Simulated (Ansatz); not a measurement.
The system is LiMnSe2.

```
Se Mn Li
1.0
     3.99342    0.00000    0.00000
    -1.99671    3.45840    0.00000
     0.00000    0.00000    6.57119
Se Mn Li
2 1 1
Direct
  0.66667 0.33333 0.49326
  0.33333 0.66667 0.99060
  0.33333 0.66667 0.34165
  0.00000 0.00000 0.82270
```

The cell comes from a database or a generator and needn't be the stable form of this composition.

```yaml
Program: Ansatz 0.2.0
Task: relaxation of cell and atoms
Functional: RPBE
Potentials_or_basis: Ansatz PAW
Cutoff: "420 eV (not typed: the program's choice for these potentials)"
k_mesh: 8 × 8 × 4
Occupations: fermi-dirac, width 0.05 eV
Spin: collinear spin, ferromagnetic start
Starting_moments: "[0.0, 0.0, 4.0, 0.0] μB"
```

At the start: volume 22.69 Å³/atom.

How do energy, volume and symmetry change on relaxing?

It ends after 19 steps and the volume is 30.85 Å³/atom (+36.0 %); space group P3m1 (No. 156, to 0.05 Å); moment 4.00 μB per cell.

The path:
| step | energy change (eV) | largest force (eV/Å) | volume (Å³) |
| --- | --- | --- | --- |
| 1 | 0.0000 | 0.1225 | 90.75 |
| 2 | -0.0241 | 0.2016 | 96.25 |
| 3 | -0.0275 | 0.0520 | 97.05 |
| 4 | -0.0299 | 0.0422 | 98.03 |
| 5 | -0.0354 | 0.0625 | 100.63 |
| 6 | -0.0464 | 0.0713 | 104.11 |
| 7 | -0.0520 | 0.0886 | 107.93 |
| 8 | -0.0532 | 0.0040 | 107.32 |
| 9 | -0.0547 | 0.0197 | 108.33 |
| 10 | -0.0570 | 0.0649 | 112.99 |
| 11 | -0.0575 | 0.0100 | 112.65 |
| 12 | -0.0575 | 0.0049 | 113.15 |
| 13 | -0.0637 | 0.0052 | 113.15 |
| 14 | -0.0666 | 0.0345 | 116.44 |
| 15 | -0.0688 | 0.0698 | 121.48 |
| 16 | -0.0691 | 0.0031 | 122.25 |
| 17 | -0.0690 | 0.0076 | 123.81 |
| 18 | -0.0691 | 0.0006 | 123.39 |
| 19 | -0.0706 | 0.0006 | 123.39 |

Final structure:
```
Se Mn Li
1.0
     4.22681    0.00000    0.00000
    -2.11341    3.66053    0.00000
     0.00000    0.00000    7.97504
Se Mn Li
2 1 1
Direct
  0.66667 0.33333 0.38418
  0.33333 0.66667 0.99919
  0.33333 0.66667 0.29556
  0.00000 0.00000 0.96927
```

Caveat: the volume moved by over 15 % at a fixed basis, so the end points are rough; the plane-wave basis is chosen anew once the cell has moved, so the energies of steps on either side of that aren't comparable; a cell with one magnetic atom can't hold antiferromagnetic order, which such compounds often take; the PAW data sets come from PBE, with cores solved anew for the run's functional, which leaves a small shift of forces and pressure.
